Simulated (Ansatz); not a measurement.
# CO: the cost of one run

Method: DFT r2SCAN, scalar-relativistic, plane waves, PAW, in Ansatz 0.2.0.

1 further run of the same task is left out (set aside as unsound or not needed).

## Step 1: The structure to begin with

It takes space group Pm-3m (No. 221, cubic). Conventional cell: a = 2.904 Å, b = 2.904 Å, c = 2.904 Å, α = 90.00°, β = 90.00°, γ = 90.00°. C (site symmetry m-3m) has 8 O at 2.51 Å as nearest neighbours. Around O (site symmetry m-3m) lie 8 C at 2.51 Å.

Coordinates:

```cif
data_structure
_symmetry_space_group_name_H-M 'P 1'
_symmetry_Int_Tables_number 1
_cell_length_a 2.9037
_cell_length_b 2.9037
_cell_length_c 2.9037
_cell_angle_alpha 90.000
_cell_angle_beta 90.000
_cell_angle_gamma 90.000
_cell_volume 24.48
loop_
_atom_site_label
_atom_site_type_symbol
_atom_site_fract_x
_atom_site_fract_y
_atom_site_fract_z
_atom_site_occupancy
C1 C 0.00000 0.00000 0.00000 1
O1 O 0.50000 0.50000 0.50000 1
```

This is candidate A: caesium chloride type (Pm-3m, No. 221).

(A quick probe on a coarse mesh, which set the mesh and smearing, is not shown.)

## Step 3: Rough relaxation on the coarse mesh (candidate A)

Input file input.yaml:

```yaml
crystal:
  lattice:
    - [2.9037463942, 0.0, 0.0]
    - [0.0, 2.9037463942, 0.0]
    - [0.0, 0.0, 2.9037463942]
  atoms:
    - { symbol: C, position: [0.0, 0.0, 0.0] }
    - { symbol: O, position: [0.5, 0.5, 0.5] }
basis:
  ecutwfc: 500
kpoints:
  mp_grid: { grid: [6, 6, 6] }
hamiltonian:
  xc: r2scan
scf:
  occupations: { method: gaussian, width: 0.1 }
  lower_state_search: "off"
output:
  forces: true
  stress: true
  eigenvalues: true
relax:
  adjacent_minimum: "off"
  f_tol: 0.04
  max_steps: 70
  cell: { stress_tol: 0.4 }
```

On the command line:

```console
ansatz run input.yaml --threads 1 --pin off --max-ram 2560MiB --backend cpu --events-out ev --progress --plain --runs-dir out
```

**Question.** How long does this run take on 1 thread of Intel Xeon 6975P-C (Granite Rapids), shared host, and how much memory does it need?

About 5.1 s, with a peak of 0.38 GiB.
